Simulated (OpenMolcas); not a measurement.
# CH4ClGa (SMILES [CH3][GaH][Cl]) at UB3LYP/ANO-R1 (sfX2C, RICD fitting, scramble 0.25)

Aim: the energy along one coordinate of CH4ClGa. 

The calculation is run with OpenMolcas 26.06.

4 further runs of the same task are left out: 4 set aside as unsound or not needed. Runs told in other sessions of the task aren't counted.

## (1) Starting point

The species is CH4ClGa (7 atoms), meant as a singlet with charge 0. SMILES: `[CH3][GaH][Cl]`. The coordinates come from a PBE0-D4/def2-TZVP relaxation.

Bond lengths: C1–Ga2 1.952 Å, Ga2–Cl3 2.160 Å, C1–H4 1.093 Å, C1–H5 1.089 Å, C1–H6 1.093 Å, Ga2–H7 1.560 Å. Angles: C1–Ga2–Cl3 116.2°, C1–Ga2–H7 130.1°, Cl3–Ga2–H7 113.7°, Ga2–C1–H4 110.2°, Ga2–C1–H5 110.9°, Ga2–C1–H6 109.9°, H4–C1–H5 109.3°, H4–C1–H6 107.4°, H5–C1–H6 109.1°.

## (2) The energy along one coordinate at UB3LYP/ANO-R1 (sfX2C, RICD fitting, scramble 0.25)

File point1.xyz:

```xyz
7
R = 5.857
C     -3.884500     2.841386    -0.673560
Ga     0.846300    -0.538100     0.035700
Cl     0.865000    -1.794800     1.792800
H     -3.589900     3.890286    -0.756660
H     -4.572300     2.726686     0.163440
H     -4.399900     2.571786    -1.598860
H      2.119300    -0.684800    -0.854300
```

File run.input:

```
* CH4ClGa Kohn-Sham DFT
>>> EXPORT MOLCAS_PRINT=2
&GATEWAY
Coord = point1.xyz
Basis = ANO-R1
Group = NoSym
RICD
&SEWARD
&SCF
UHF
KSDFT = B3LYP
Scramble = 0.25
PrOrbitals = 0
>>> ForEach K in (1, 2, 3, 4, 5, 6, 7, 8, 9)
&GATEWAY
Coord = $CurrDir/point$K.xyz
Basis = ANO-R1
Group = NoSym
RICD
&SEWARD
&SCF
UHF
KSDFT = B3LYP
PrOrbitals = 0
FileOrb = $Project.UhfOrb
>>> EndDo
```

Launch:

```console
$ export MOLCAS_MEM=1860
$ pymolcas run.input > run.log
```

The log of the run:

```text
--- Start Module: gateway ---
[...]
--- Stop Module: gateway /rc=_RC_ALL_IS_WELL_ ---
[...]
      Basis functions           91
[...]
       Convergence after  35 Iterations
[...]
::    Total KS-DFT energy                           -2446.0923591874
[...]
--- Start Module: seward ---
[...]
--- Stop Module: seward /rc=_RC_ALL_IS_WELL_ ---
[...]
--- Start Module: scf ---
[...]
       Convergence after   9 Iterations
[...]
::    Total KS-DFT energy                           -2446.2066472267
[...]
      Total spin, S                                    -0.0000000000
[...]
      Total electronic charge=   58.000000
      Total            charge=   -0.000000
[...]
      Dipole Moment (debye):
      Origin of the operator (angstrom)=    0.6770   -0.7732    0.5125
                   X= -1.0411E+00               Y=  1.8650E+00               Z= -1.7429E+00           Total=  2.7568E+00
      Quadrupole Moment (debye*angstrom):
[...]
--- Stop Module: scf /rc=_RC_ALL_IS_WELL_ ---
[...]
```

Run time: 4.6 min. Hardware: 1 thread of Intel Xeon Platinum 8259CL at 2.50GHz (Skylake/Cascade Lake), shared host; peak memory 0.16 GiB.

The scan, from its lowest point:

```csv
Ga2–C1 (Å),energy (kJ/mol)
5.857,339.5
4.685,336.6
3.904,325.1
3.319,287.9
2.831,193.9
2.440,91.1
2.147,20.6
1.952,0.0
1.757,39.4
```

## (3) Outcome

Level: UB3LYP/ANO-R1 (sfX2C, RICD fitting, scramble 0.25).

```
                 quantity           value
lowest energy of the scan  -2446.22166 Eh
```
